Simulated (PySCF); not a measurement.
**A gas-phase reaction: FGeH5Si + F2 → F2GeH4Si + FH**

Aim: the reaction energy of `F[SiH2][GeH3]` + `FF` → `F[SiH](F)[GeH3]` + `F`.

Computed with PySCF 2.14.0; each step states its level. No surroundings beyond the atoms listed, unless a continuum is named. Atoms count from 0, parts from 1.

## (1) The system as given

Each species was relaxed by itself at PBE0-D3(BJ)/def2-SVPD.

## (2) Reaction energy: wB97M-D3(BJ)/def2-TZVPD

The job: settings as JSON, then the geometry in Å.

```
{"job": {"kind": "react", "xc": "wB97M-D3(BJ)", "basis": "def2-TZVPD"}, "charge": 0, "multiplicity": 1}
-1 FGeH5Si charge 0 multiplicity 1
F      1.881670    -1.075610     0.688380
Si     1.104360     0.010570    -0.277570
Ge    -1.217150    -0.038740     0.244900
H      1.710300     1.347430    -0.012200
H      1.370640    -0.387090    -1.690300
H     -1.812020    -1.420040    -0.070170
H     -1.949580     1.018480    -0.600220
H     -1.439050     0.278150     1.731960

-1 F2 charge 0 multiplicity 1
F      0.688420     0.017190    -0.022380
F     -0.688420    -0.017190     0.022380

+1 F2GeH4Si charge 0 multiplicity 1
F     -1.783650    -0.228600     1.387910
Si    -1.124760    -0.108490    -0.099300
F     -1.701720     1.274660    -0.743590
Ge     1.240860     0.061800     0.095880
H     -1.675830    -1.227180    -0.907410
H      1.895640    -0.614690    -1.118510
H      1.701210    -0.642450     1.379340
H      1.641920     1.542030     0.136450

+1 FH charge 0 multiplicity 1
F      0.455440    -0.004240    -0.065170
H     -0.455430     0.004240     0.065170
```

With the program's defaults for keys left out, this is: wB97M-D3(BJ)/def2-TZVPD reaction energy of separated species, gas phase.

Launch:

```bash
OMP_NUM_THREADS=1 python cluster_run.py task.json out
```

One launch serves the whole session: the jobs run in the order shown.

What it wrote:

```text
species 1 (FGeH5Si)
coarse grid: 31488 points
cycle   1  E = -2469.4398265353  dE = -7.303e-01  |g| = 7.826e-01  |ddm| = 2.179e+00
cycle   2  E = -2469.4277631535  dE =  1.206e-02  |g| = 9.107e-01  |ddm| = 8.759e-01
cycle   3  E = -2469.5188515567  dE = -9.109e-02  |g| = 6.120e-02  |ddm| = 4.218e-01
cycle   4  E = -2469.5193426985  dE = -4.911e-04  |g| = 2.978e-02  |ddm| = 5.102e-02
cycle   5  E = -2469.5194678653  dE = -1.252e-04  |g| = 5.896e-03  |ddm| = 2.518e-02
cycle   6  E = -2469.5194757475  dE = -7.882e-06  |g| = 1.036e-03  |ddm| = 6.640e-03
final grid: 63432 points
cycle   7  E = -2469.5194147094  dE = -4.445e-07  |g| = 7.913e-04  |ddm| = 2.213e-03
cycle   8  E = -2469.5194147421  dE = -3.268e-08  |g| = 8.294e-04  |ddm| = 7.780e-04
cycle   9  E = -2469.5194148246  dE = -8.255e-08  |g| = 7.904e-05  |ddm| = 3.558e-04
cycle  10  E = -2469.5194148279  dE = -3.276e-09  |g| = 3.339e-05  |ddm| = 1.133e-04
cycle  11  E = -2469.5194148287  dE = -7.594e-10  |g| = 1.407e-05  |ddm| = 7.108e-05
converged SCF energy = -2469.5194148287

species 2 (F2)
coarse grid: 10600 points
cycle   1  E = -199.6113020372  dE =  1.196e-02  |g| = 3.458e-01  |ddm| = 1.052e+00
cycle   2  E = -199.6264087944  dE = -1.511e-02  |g| = 1.647e-01  |ddm| = 1.842e-01
cycle   3  E = -199.6293669594  dE = -2.958e-03  |g| = 2.217e-02  |ddm| = 5.435e-02
cycle   4  E = -199.6294285412  dE = -6.158e-05  |g| = 8.600e-03  |ddm| = 1.161e-02
cycle   5  E = -199.6294393914  dE = -1.085e-05  |g| = 7.501e-04  |ddm| = 4.105e-03
cycle   6  E = -199.6294395297  dE = -1.383e-07  |g| = 3.049e-05  |ddm| = 6.348e-04
final grid: 23208 points
cycle   7  E = -199.6294276275  dE = -2.230e-09  |g| = 2.071e-05  |ddm| = 1.239e-04
cycle   8  E = -199.6294276275  dE = -7.472e-11  |g| = 1.075e-05  |ddm| = 1.699e-05
converged SCF energy = -199.6294276275

species 3 (F2GeH4Si)
coarse grid: 34320 points
cycle   1  E = -2568.7773691237  dE = -5.492e-01  |g| = 9.353e-01  |ddm| = 2.269e+00
cycle   2  E = -2568.7565163388  dE =  2.085e-02  |g| = 1.108e+00  |ddm| = 1.041e+00
cycle   3  E = -2568.9010003419  dE = -1.445e-01  |g| = 5.825e-02  |ddm| = 5.094e-01
cycle   4  E = -2568.9014753748  dE = -4.750e-04  |g| = 3.215e-02  |ddm| = 6.113e-02
cycle   5  E = -2568.9016071569  dE = -1.318e-04  |g| = 7.007e-03  |ddm| = 2.827e-02
cycle   6  E = -2568.9016170026  dE = -9.846e-06  |g| = 1.222e-03  |ddm| = 7.295e-03
final grid: 69664 points
cycle   7  E = -2568.9015155114  dE = -6.444e-07  |g| = 1.028e-03  |ddm| = 3.264e-03
cycle   8  E = -2568.9015155490  dE = -3.756e-08  |g| = 1.104e-03  |ddm| = 9.878e-04
cycle   9  E = -2568.9015156939  dE = -1.449e-07  |g| = 8.065e-05  |ddm| = 4.654e-04
cycle  10  E = -2568.9015156982  dE = -4.293e-09  |g| = 3.704e-05  |ddm| = 1.619e-04
cycle  11  E = -2568.9015156991  dE = -8.122e-10  |g| = 1.325e-05  |ddm| = 7.860e-05
converged SCF energy = -2568.9015156991

species 4 (FH)
coarse grid: 7776 points
cycle   1  E = -100.4688254457  dE = -9.408e-02  |g| = 4.644e-01  |ddm| = 6.197e-01
cycle   2  E = -100.4725064598  dE = -3.681e-03  |g| = 5.038e-01  |ddm| = 3.808e-01
cycle   3  E = -100.5053208764  dE = -3.281e-02  |g| = 2.574e-02  |ddm| = 1.678e-01
cycle   4  E = -100.5053968540  dE = -7.598e-05  |g| = 5.006e-03  |ddm| = 1.077e-02
cycle   5  E = -100.5054014951  dE = -4.641e-06  |g| = 4.334e-04  |ddm| = 3.766e-03
final grid: 16976 points
cycle   6  E = -100.5053934590  dE = -6.445e-08  |g| = 1.036e-04  |ddm| = 8.226e-04
cycle   7  E = -100.5053934624  dE = -3.466e-09  |g| = 7.654e-05  |ddm| = 2.166e-04
cycle   8  E = -100.5053934632  dE = -7.691e-10  |g| = 2.135e-05  |ddm| = 3.711e-05
converged SCF energy = -100.5053934632

Reaction energy = -161.975 kcal/mol
```

Run time: 31 s. Hardware: 1 thread of Arm Neoverse V2, shared host; peak memory 0.76 GiB.

Species by species (with the dispersion term, which the log's SCF energies lack):

```csv
ν,species,energy (Eh),HOMO (eV)
-1,F[SiH2][GeH3],-2469.52560,-10.52
-1,FF,-199.62975,-14.36
+1,F[SiH](F)[GeH3],-2568.90784,-10.78
+1,F,-100.50563,-14.54
```

## (3) Energies of the species: PBE0-D3(BJ)/def2-TZVPD

Settings changed since step 2:

```diff
@@ -1,2 +1,2 @@
-{"job": {"kind": "react", "xc": "wB97M-D3(BJ)", "basis": "def2-TZVPD"}, "charge": 0, "multiplicity": 1}
+{"job": {"kind": "react", "xc": "PBE0", "basis": "def2-TZVPD", "disp": "d3bj"}, "charge": 0, "multiplicity": 1}
 -1 FGeH5Si charge 0 multiplicity 1
```

Level: PBE0-D3(BJ)/def2-TZVPD reaction energy of separated species, gas phase.

What it wrote:

```text
species 1 (FGeH5Si)
coarse grid: 31488 points
cycle   1  E = -2468.8955435238  dE = -6.695e-01  |g| = 8.054e-01  |ddm| = 2.180e+00
cycle   2  E = -2468.7877896591  dE =  1.078e-01  |g| = 1.193e+00  |ddm| = 9.962e-01
cycle   3  E = -2468.9626069284  dE = -1.748e-01  |g| = 1.542e-01  |ddm| = 6.109e-01
cycle   4  E = -2468.9654157382  dE = -2.809e-03  |g| = 2.296e-02  |ddm| = 8.267e-02
cycle   5  E = -2468.9654669642  dE = -5.123e-05  |g| = 5.428e-03  |ddm| = 1.770e-02
cycle   6  E = -2468.9654718519  dE = -4.888e-06  |g| = 7.098e-04  |ddm| = 5.149e-03
final grid: 63432 points
cycle   7  E = -2468.9654929495  dE = -4.895e-08  |g| = 1.002e-03  |ddm| = 2.339e-03
cycle   8  E = -2468.9654927925  dE =  1.570e-07  |g| = 1.487e-03  |ddm| = 1.382e-03
cycle   9  E = -2468.9654931142  dE = -3.217e-07  |g| = 1.203e-04  |ddm| = 7.213e-04
cycle  10  E = -2468.9654931172  dE = -3.082e-09  |g| = 1.887e-05  |ddm| = 1.076e-04
cycle  11  E = -2468.9654931173  dE = -2.956e-11  |g| = 3.034e-06  |ddm| = 1.254e-05
converged SCF energy = -2468.9654931173

species 2 (F2)
coarse grid: 2176 points
cycle   1  E = -199.3949386889  dE =  9.182e-02  |g| = 2.764e-01  |ddm| = 1.052e+00
cycle   2  E = -199.4014678475  dE = -6.529e-03  |g| = 1.374e-01  |ddm| = 1.363e-01
cycle   3  E = -199.4037828968  dE = -2.315e-03  |g| = 2.290e-02  |ddm| = 5.059e-02
cycle   4  E = -199.4038459038  dE = -6.301e-05  |g| = 8.080e-03  |ddm| = 1.132e-02
cycle   5  E = -199.4038541093  dE = -8.206e-06  |g| = 1.817e-04  |ddm| = 3.279e-03
final grid: 23208 points
cycle   6  E = -199.4096320582  dE = -7.841e-06  |g| = 1.274e-03  |ddm| = 8.101e-03
cycle   7  E = -199.4096321115  dE = -5.331e-08  |g| = 1.042e-03  |ddm| = 8.923e-04
cycle   8  E = -199.4096322502  dE = -1.388e-07  |g| = 7.392e-05  |ddm| = 4.300e-04
cycle   9  E = -199.4096322509  dE = -7.036e-10  |g| = 1.955e-05  |ddm| = 3.148e-05
converged SCF energy = -199.4096322509

species 3 (F2GeH4Si)
coarse grid: 34320 points
cycle   1  E = -2568.1248089630  dE = -4.826e-01  |g| = 9.542e-01  |ddm| = 2.303e+00
cycle   2  E = -2567.9512205013  dE =  1.736e-01  |g| = 1.467e+00  |ddm| = 1.189e+00
cycle   3  E = -2568.2335132032  dE = -2.823e-01  |g| = 1.410e-01  |ddm| = 7.288e-01
cycle   4  E = -2568.2355642757  dE = -2.051e-03  |g| = 2.851e-02  |ddm| = 8.297e-02
cycle   5  E = -2568.2356381421  dE = -7.387e-05  |g| = 5.737e-03  |ddm| = 2.116e-02
cycle   6  E = -2568.2356434303  dE = -5.288e-06  |g| = 6.373e-04  |ddm| = 5.224e-03
final grid: 69664 points
cycle   7  E = -2568.2356089165  dE = -1.541e-07  |g| = 7.715e-04  |ddm| = 2.240e-03
cycle   8  E = -2568.2356088606  dE =  5.582e-08  |g| = 1.042e-03  |ddm| = 1.211e-03
cycle   9  E = -2568.2356090175  dE = -1.569e-07  |g| = 1.123e-04  |ddm| = 5.885e-04
cycle  10  E = -2568.2356090199  dE = -2.373e-09  |g| = 1.740e-05  |ddm| = 8.915e-05
cycle  11  E = -2568.2356090199  dE = -2.683e-11  |g| = 4.506e-06  |ddm| = 1.236e-05
converged SCF energy = -2568.2356090199

species 4 (FH)
coarse grid: 1712 points
cycle   1  E = -100.3539299557  dE = -3.606e-02  |g| = 4.957e-01  |ddm| = 6.253e-01
cycle   2  E = -100.3144196683  dE =  3.951e-02  |g| = 7.429e-01  |ddm| = 5.125e-01
cycle   3  E = -100.3936437520  dE = -7.922e-02  |g| = 2.285e-02  |ddm| = 2.892e-01
cycle   4  E = -100.3937193372  dE = -7.559e-05  |g| = 4.204e-03  |ddm| = 9.787e-03
cycle   5  E = -100.3937213202  dE = -1.983e-06  |g| = 3.549e-04  |ddm| = 1.247e-03
final grid: 16976 points
cycle   6  E = -100.3948395560  dE = -1.845e-05  |g| = 3.907e-03  |ddm| = 7.304e-03
cycle   7  E = -100.3948377270  dE =  1.829e-06  |g| = 5.365e-03  |ddm| = 3.278e-03
cycle   8  E = -100.3948416191  dE = -3.892e-06  |g| = 1.015e-04  |ddm| = 1.966e-03
cycle   9  E = -100.3948416205  dE = -1.337e-09  |g| = 1.797e-05  |ddm| = 3.999e-05
cycle  10  E = -100.3948416205  dE = -4.896e-11  |g| = 3.022e-06  |ddm| = 1.030e-05
converged SCF energy = -100.3948416205

Reaction energy = -160.290 kcal/mol
```

Wall time 16 s (1 thread of Arm Neoverse V2, shared host); peak memory 0.66 GiB.

Reaction energy at this level: -160.3 kcal/mol.

## (4) Side by side

Energies in kcal/mol, with wall time:

```
                    run  reaction  time
wB97M-D3(BJ)/def2-TZVPD    -162.0  31 s
 PBE0-D3(BJ)/def2-TZVPD    -160.3  16 s
```

## (5) Summary of results

| quantity | value |
| --- | --- |
| reaction energy (wB97M-D3(BJ)/def2-TZVPD) | -162.0 kcal/mol |
| ΔH, ΔG at 298 K (xTB thermal terms) | -160.1, -159.6 kcal/mol |
| range of the reaction energy over the runs of this table | -162.0 to -160.3 kcal/mol |

**Reading.** The reaction is exothermic by 160.1 kcal/mol in the gas phase; dispersion gives -0.04, and xTB itself gave -120.9 for the electronic energy (xTB energies and thermal terms come from the earlier relaxation of each species, not shown). No barrier was sought. xTB and this level differ widely in the electronic energy, so what comes from xTB (the thermal terms above all) is less safe here. The reaction energy runs from -162.0 (wB97M-D3(BJ)/def2-TZVPD) to -160.3 kcal/mol (PBE0-D3(BJ)/def2-TZVPD).
